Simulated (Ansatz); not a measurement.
# H2OSeTe: single points off equilibrium

How do the functionals fare away from a minimum? The structure is a structure displaced at random from a GFN2-xTB minimum.

The runs use Ansatz 0.2.0, Gaussian basis; single points in def2-TZVPP.

Cores are frozen in the correlated methods. Filled d shells of the heavier atoms are correlated. Core potentials replace the inner electrons past krypton, and spin-orbit coupling is left out.

## Step 1: Starting geometry

SMILES `O[Se][TeH]`, 5 atoms, charge 0, spin multiplicity 1.

Atoms are counted from 1 here; the program's logs count them from 0.

Bond lengths: O1–Se2 1.813 Å, O1–H4 1.056 Å, Se2–Te3 2.484 Å, Te3–H5 1.598 Å. Angles: Se2–O1–H4 116.7°, O1–Se2–Te3 102.4°, Se2–Te3–H5 96.2°.

As a file:

```xyz
5
charge 0, multiplicity 1
O    -1.2125   -0.6287   -0.7043
Se   -0.5829   -0.2634    0.9560
Te    1.4409    1.0946    0.4738
H    -2.1243   -0.1719   -0.9776
H     2.4141   -0.1403    0.1901
```

## Step 2: CCSD(T)/def2-TZVPP

Input file run/in.yaml:

```yaml
crystal:
  periodic: [false, false, false]
  atoms:
    - {symbol: O, position_ang: [-1.212500, -0.628700, -0.704300]}
    - {symbol: Se, position_ang: [-0.582900, -0.263400, 0.956000]}
    - {symbol: Te, position_ang: [1.440900, 1.094600, 0.473800]}
    - {symbol: H, position_ang: [-2.124300, -0.171900, -0.977600]}
    - {symbol: H, position_ang: [2.414100, -0.140300, 0.190100]}
basis:
  gaussian: {orbitals: def2-TZVPP}
correlation: {method: ccsd_t}
output: {forces: true}
```

No record of the launch command was kept for these runs.

## Step 3: PBE0-D4/def2-TZVPP

Edit run/in.yaml of step 2 so:

```diff
@@ -10,3 +10,3 @@
   gaussian: {orbitals: def2-TZVPP}
-correlation: {method: ccsd_t}
-output: {forces: true}
+hamiltonian: {xc: pbe0, dispersion: d4}
+output: {forces: true, orbitals: {seedname: orbitals}}
```

## Step 4: wB97M-V/def2-TZVPP

Edit run/in.yaml of step 3 so:

```diff
@@ -10,3 +10,3 @@
   gaussian: {orbitals: def2-TZVPP}
-hamiltonian: {xc: pbe0, dispersion: d4}
-output: {forces: true, orbitals: {seedname: orbitals}}
+hamiltonian: {xc: {name: wB97M-V}}
+output: {forces: true}
```

## Step 5: r2SCAN-D4/def2-TZVPP

Edit run/in.yaml of step 4 so:

```diff
@@ -10,3 +10,3 @@
   gaussian: {orbitals: def2-TZVPP}
-hamiltonian: {xc: {name: wB97M-V}}
+hamiltonian: {xc: r2scan, dispersion: d4}
 output: {forces: true}
```

## Step 6: PBE-D4/def2-TZVPP

Edit run/in.yaml of step 5 so:

```diff
@@ -10,3 +10,3 @@
   gaussian: {orbitals: def2-TZVPP}
-hamiltonian: {xc: r2scan, dispersion: d4}
+hamiltonian: {xc: pbe, dispersion: d4}
 output: {forces: true}
```

## Step 7: BHLYP-D4/def2-TZVPP

Edit run/in.yaml of step 6 so:

```diff
@@ -10,3 +10,3 @@
   gaussian: {orbitals: def2-TZVPP}
-hamiltonian: {xc: pbe, dispersion: d4}
+hamiltonian: {xc: {name: BHLYP}, dispersion: d4}
 output: {forces: true}
```

## Step 8: HSE06-D4/def2-TZVPP

Edit run/in.yaml of step 7 so:

```diff
@@ -10,3 +10,3 @@
   gaussian: {orbitals: def2-TZVPP}
-hamiltonian: {xc: {name: BHLYP}, dispersion: d4}
+hamiltonian: {xc: hse06, dispersion: d4}
 output: {forces: true}
```

(Steps that only read results are left out.)

Q: Predict the outcome of this session. Wanted: energy less free atoms, CCSD(T)/def2-TZVPP; RMS force component; RMS force error; HOMO and LUMO, PBE0-D4; T1 diagnostic.

As calculated:

| quantity | value |
| --- | --- |
| energy less free atoms, CCSD(T)/def2-TZVPP | -12.024 eV |
| RMS force component | 1.253 to 1.467 eV/Å over the methods |
| RMS force error | PBE0-D4 0.133, wB97M-V 0.109, r2SCAN-D4 0.103, PBE-D4 0.281, BHLYP-D4 0.277, HSE06-D4 0.131 eV/Å |
| HOMO and LUMO, PBE0-D4 | -6.75 and -1.70 eV |
| T1 diagnostic | 0.013 |

**Reading.** Against CCSD(T) the functionals' energies less atoms differ by -1.264 to +0.457 eV, PBE-D4 by -1.264 eV. The reference is not at the basis limit: in triple zeta CCSD(T) underbinds, which counts against methods that bind more; the gaps are no ranking. The forces of r2SCAN-D4 come nearest to CCSD(T), those of PBE-D4 are farthest. Frozen-core CCSD(T) forces in triple zeta carry basis errors of their own, and this is one geometry, so small gaps rank nothing.
